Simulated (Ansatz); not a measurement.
**C₃H₅B: how energies converge with the basis set**

Aim: see how fast density functionals converge with the basis set for C₃H₅B.

Computed with Ansatz 0.2.0, Gaussian basis. Level: one geometry, several basis sets.

Levels to be run: PBE0-D4/def2-SVP; ωB97M-V/def2-SVP; PBE0-D4/def2-QZVPP; ωB97M-V/def2-QZVPP; the functionals' def2-TZVPP values are taken from earlier runs.

### 1 The relaxed structure

An earlier PBE0-D4 in a triple-zeta def2 set relaxation fixed the geometry.

SMILES `CB1C=C1`, 9 atoms, charge 0, spin multiplicity 1.

Atoms are counted from 1 here; the program's logs count them from 0.

Bond lengths: C1–B2 1.551 Å, C1–H5 1.096 Å, C1–H6 1.092 Å, C1–H7 1.092 Å, B2–C3 1.473 Å, B2–C4 1.474 Å, C3–C4 1.346 Å, C3–H8 1.082 Å, C4–H9 1.082 Å. Angles: B2–C1–H5 108.5°, B2–C1–H6 112.6°, B2–C1–H7 112.8°, H5–C1–H6 106.7°, H5–C1–H7 106.9°, H6–C1–H7 109.0°, C1–B2–C3 152.9°, C1–B2–C4 152.7°, C3–B2–C4 54.3°, B2–C3–C4 62.8°, B2–C3–H8 159.1°, C4–C3–H8 138.1°, B2–C4–C3 62.8°, B2–C4–H9 159.1°, C3–C4–H9 138.1°.

### 2 PBE0-D4 in def2-SVP

Contents of in.yaml:

```yaml
crystal:
  periodic: [false, false, false]
  atoms:
    - {symbol: C, position_ang: [0.385914, 1.191634, -0.773533]}
    - {symbol: B, position_ang: [0.006984, -0.062633, 0.056909]}
    - {symbol: C, position_ang: [0.180215, -1.468050, 0.463893]}
    - {symbol: C, position_ang: [-0.841485, -0.789427, 1.017701]}
    - {symbol: H, position_ang: [-0.183578, 1.173975, -1.709848]}
    - {symbol: H, position_ang: [0.127472, 2.123856, -0.266936]}
    - {symbol: H, position_ang: [1.442851, 1.216126, -1.045989]}
    - {symbol: H, position_ang: [0.607392, -2.461377, 0.511940]}
    - {symbol: H, position_ang: [-1.637264, -0.970403, 1.728662]}
basis:
  gaussian: {orbitals: def2-SVP}
hamiltonian: {xc: pbe0, dispersion: d4}
output: {orbitals: {seedname: orbitals}}
```

Launch:

```
$ ansatz run in.yaml --threads 2 --pin off --events-out ev --progress --plain --max-ram 4352MiB
```

After this run come: ωB97M-V in def2-SVP; PBE0-D4 in def2-QZVPP; ωB97M-V in def2-QZVPP.

Before running them: what should the planned runs give, taken together? Wanted: PBE0-D4: double and triple zeta above quadruple; ωB97M-V: double and triple zeta above quadruple.

The runs gave:

| quantity | value |
| --- | --- |
| PBE0-D4: double and triple zeta above quadruple | 4.35, 0.22 eV |
| ωB97M-V: double and triple zeta above quadruple | 4.57, 0.20 eV |

**Reading.** For PBE0-D4 the step from double to triple zeta gains 4.13 eV and the next only 0.22 eV. Total energies overstate the basis error of differences, where much of it tends to cancel. The LUMO of ωB97M-V is positive and keeps falling with the basis (2.46 to 1.92 eV): an unbound level that the basis holds in place.
